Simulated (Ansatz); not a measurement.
# C2H6F2Se2Ti: up Jacob's ladder to CCSD(T)

An exercise on one series of results from a longer session: the logs are not shown, and one member is left open.

Program: Ansatz 0.2.0, Gaussian basis. Level of theory: functionals in def2-TZVPP, the program's frozen cores in correlated methods. These are calculated values, not measurements.

The runs, in order: LDA (SPW92), PBE-D4, revPBE-D4, BLYP-D4, r2SCAN-D4, B97M-V, PBE0-D4, B3LYP-D4, r2SCANh-D4, r2SCAN0-D4, HSE06-D4, BHLYP-D4, CAM-B3LYP-D4, LC-ωPBE, ωB97X-V, ωB97M-V, B2PLYP, PBE-QIDH; CCSD(T)/def2-SVP; CCSD(T)/def2-TZVPP; MP2/def2-QZVPP; extrapolation to the limit; RPA on PBE.

## The relaxed structure

An earlier PBE0-D4 in a triple-zeta def2 set relaxation fixed the geometry.

SMILES `C[Se][Ti]([F])([F])[Se]C`, 13 atoms, charge 0, spin multiplicity 1.

Atoms are counted from 1 here; the program's logs count them from 0.

Bond lengths: C1–Se2 1.963 Å, C1–H8 1.088 Å, C1–H9 1.088 Å, C1–H10 1.088 Å, Se2–Ti3 2.398 Å, Ti3–F4 1.752 Å, Ti3–F5 1.752 Å, Ti3–Se6 2.398 Å, Se6–C7 1.963 Å, C7–H11 1.088 Å, C7–H12 1.088 Å, C7–H13 1.088 Å. Angles: Se2–C1–H8 109.1°, Se2–C1–H9 106.7°, Se2–C1–H10 110.2°, H8–C1–H9 110.5°, H8–C1–H10 110.5°, H9–C1–H10 109.7°, C1–Se2–Ti3 96.5°, Se2–Ti3–F4 110.5°, Se2–Ti3–F5 105.3°, Se2–Ti3–Se6 104.9°, F4–Ti3–F5 119.6°, F4–Ti3–Se6 105.3°, F5–Ti3–Se6 110.4°, Ti3–Se6–C7 96.5°, Se6–C7–H11 110.2°, Se6–C7–H12 106.7°, Se6–C7–H13 109.1°, H11–C7–H12 109.7° and more.

The first run:

in.yaml reads:

```yaml
crystal:
  periodic: [false, false, false]
  atoms:
    - {symbol: C, position_ang: [0.047817, -2.467484, 0.107599]}
    - {symbol: Se, position_ang: [0.191575, -1.248999, -1.424751]}
    - {symbol: Ti, position_ang: [-1.360035, 0.389796, -0.615151]}
    - {symbol: F, position_ang: [-2.832519, -0.381669, -0.062707]}
    - {symbol: F, position_ang: [-1.439831, 1.611244, -1.868147]}
    - {symbol: Se, position_ang: [-0.336657, 1.285758, 1.359343]}
    - {symbol: C, position_ang: [1.206398, 2.101013, 0.460565]}
    - {symbol: H, position_ang: [0.508110, -2.002348, 0.976955]}
    - {symbol: H, position_ang: [0.579510, -3.377089, -0.165415]}
    - {symbol: H, position_ang: [-0.996315, -2.698769, 0.307234]}
    - {symbol: H, position_ang: [0.873133, 2.729856, -0.362280]}
    - {symbol: H, position_ang: [1.715790, 2.710127, 1.204969]}
    - {symbol: H, position_ang: [1.863425, 1.313665, 0.096686]}
basis:
  gaussian: {orbitals: def2-TZVPP}
hamiltonian: {xc: lda}
output: {orbitals: {seedname: orbitals}}
```

Started as:

```bash
> ansatz run in.yaml --threads 4 --pin off --events-out ev --progress --plain --max-ram 41984MiB --backend cuda --devices 0, --max-vram 37GiB
```

Among the steps run: LDA; PBE-D4 (GGA); revPBE-D4 (GGA); BLYP-D4 (GGA); r2SCAN-D4 (meta-GGA); B97M-V (meta-GGA); PBE0-D4 (hybrid); B3LYP-D4 (hybrid); r2SCANh-D4 (hybrid); r2SCAN0-D4 (hybrid); HSE06-D4 (hybrid); BHLYP-D4 (hybrid); CAM-B3LYP-D4 (range-separated); LC-ωPBE (range-separated); ωB97X-V (range-separated); ωB97M-V (range-separated); B2PLYP (double hybrid); PBE-QIDH (double hybrid).

One of the session's tables, all rows but one given; the rest of the session is left out.

It belongs to the step «Orbital energies across the functionals». 

| functional | HOMO (eV) | LUMO (eV) | gap (eV) |
| --- | --- | --- | --- |
| LDA (SPW92) | -5.94 | -3.93 | 2.01 |
| PBE-D4 | -5.76 | -3.66 | 2.11 |
| revPBE-D4 | -5.70 | -3.56 | 2.14 |
| BLYP-D4 | -5.61 | -3.53 | 2.08 |
| r2SCAN-D4 | -6.02 | -3.59 | 2.43 |
| B97M-V | ? | ? | ? |
| PBE0-D4 | -6.83 | -2.73 | 4.10 |
| B3LYP-D4 | -6.62 | -2.95 | 3.67 |
| r2SCANh-D4 | -6.41 | -3.22 | 3.19 |
| r2SCAN0-D4 | -7.00 | -2.68 | 4.32 |
| HSE06-D4 | -6.44 | -3.10 | 3.34 |
| BHLYP-D4 | -7.77 | -1.68 | 6.09 |
| CAM-B3LYP-D4 | -8.03 | -1.69 | 6.35 |
| LC-ωPBE | -9.28 | -0.69 | 8.59 |
| ωB97X-V | -8.98 | -0.67 | 8.31 |
| ωB97M-V | -8.86 | -0.66 | 8.19 |

Estimate the missing values for B97M-V.

**Answer.** HOMO (eV): -6.07; LUMO (eV): -3.56; gap (eV): 2.51. In the column «HOMO (eV)» it lies between r2SCANh-D4 (-6.41) and r2SCAN-D4 (-6.02).
